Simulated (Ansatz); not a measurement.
**C₂H₆OSSi: up Jacob's ladder to CCSD(T)**

How much do the methods differ for C₂H₆OSSi? The plan is to run it at one geometry with functionals of several rungs and with coupled cluster. The yardstick is the atomisation energy at the CCSD(T) limit.

The runs use Ansatz 0.2.0, Gaussian basis; functionals in def2-TZVPP, the program's frozen cores in correlated methods.

Levels to be run: PBE-D4, r2SCAN-D4, PBE0-D4, B3LYP-D4, ωB97X-V, ωB97M-V, B2PLYP; CCSD(T)/def2-TZVPP; MP2/def2-QZVPP; extrapolation to the limit.

### 1 Structure used throughout

All runs share one geometry, relaxed beforehand with PBE0-D4 in a triple-zeta def2 set.

SMILES `SC1CO[SiH2]1`, 11 atoms, charge 0, spin multiplicity 1.

Atoms are counted from 1 here; the program's logs count them from 0.

Bond lengths: S1–C2 1.795 Å, S1–H6 1.344 Å, C2–C3 1.551 Å, C2–Si5 1.880 Å, C2–H7 1.090 Å, C3–O4 1.447 Å, C3–H8 1.093 Å, C3–H9 1.093 Å, O4–Si5 1.665 Å, Si5–H10 1.486 Å, Si5–H11 1.489 Å. Angles: C2–S1–H6 98.0°, S1–C2–C3 118.6°, S1–C2–Si5 121.9°, S1–C2–H7 106.1°, C3–C2–Si5 82.6°, C3–C2–H7 112.2°, Si5–C2–H7 114.2°, C2–C3–O4 101.5°, C2–C3–H8 112.0°, C2–C3–H9 113.7°, O4–C3–H8 110.3°, O4–C3–H9 109.6°, H8–C3–H9 109.5°, C3–O4–Si5 93.9°, C2–Si5–O4 81.6°, C2–Si5–H10 120.2°, C2–Si5–H11 115.1°, O4–Si5–H10 114.3° and more.

### 2 PBE-D4 (GGA)

Input file in.yaml:

```yaml
crystal:
  periodic: [false, false, false]
  atoms:
    - {symbol: S, position_ang: [-1.573488, 1.521130, 0.408822]}
    - {symbol: C, position_ang: [-0.020327, 0.624645, 0.488342]}
    - {symbol: C, position_ang: [-0.047098, -0.871891, 0.895966]}
    - {symbol: O, position_ang: [0.679222, -1.482063, -0.196869]}
    - {symbol: Si, position_ang: [0.811287, -0.060230, -1.052842]}
    - {symbol: H, position_ang: [-2.019101, 1.018107, -0.754823]}
    - {symbol: H, position_ang: [0.637729, 1.214121, 1.127444]}
    - {symbol: H, position_ang: [-1.065521, -1.265048, 0.941457]}
    - {symbol: H, position_ang: [0.466261, -1.079577, 1.838647]}
    - {symbol: H, position_ang: [2.207505, 0.327627, -1.383051]}
    - {symbol: H, position_ang: [-0.011271, -0.003919, -2.292492]}
basis:
  gaussian: {orbitals: def2-TZVPP}
hamiltonian: {xc: pbe, dispersion: d4}
output: {forces: true, orbitals: {seedname: orbitals}}
```

Command:

```bash
$ ansatz run in.yaml --threads 4 --pin off --events-out ev --progress --plain --max-ram 10444MiB
```

After this run come: r2SCAN-D4 (meta-GGA); PBE0-D4 (hybrid); B3LYP-D4 (hybrid); ωB97X-V (range-separated); ωB97M-V (range-separated); B2PLYP (double hybrid); CCSD(T) in def2-TZVPP; MP2 in def2-QZVPP.

**Question.** What will the summary of the whole plan be? Wanted: atomisation energy, CCSD(T)/CBS; farthest; mean size of error, hybrid; mean size of error, range-separated; gap, smallest and largest; T1 diagnostic; triples share of the correlation energy.

**Answer**, as computed:

| quantity | value |
| --- | --- |
| atomisation energy, CCSD(T)/CBS | 4017.2 kJ/mol |
| functionals within 20.1 kJ/mol (0.5 %) | r2SCAN-D4, PBE0-D4, B3LYP-D4, ωB97M-V |
| farthest | PBE-D4 (+72.2 kJ/mol) |
| mean size of error, hybrid | 11.8 kJ/mol |
| mean size of error, range-separated | 19.8 kJ/mol |
| gap, smallest and largest | 4.32 eV (PBE-D4), 10.81 eV (ωB97X-V) |
| T1 diagnostic | 0.0117 |
| triples share of the correlation energy | 4.1 % |

In words: PBE-D4 is off by +72.2 kJ/mol. Double hybrids carry the basis error of their MP2 part in triple zeta, and no dispersion term here, so their miss is partly the set-up's. The reference freezes the cores and leaves out relativity and excitations past (T), so misses under about 20.1 kJ/mol can't be ranked. Hartree-Fock recovers 71 % of the binding; the rest is correlation. The gap grows from 4.3 to 10.8 eV across the functionals, mostly with the share of exact exchange.
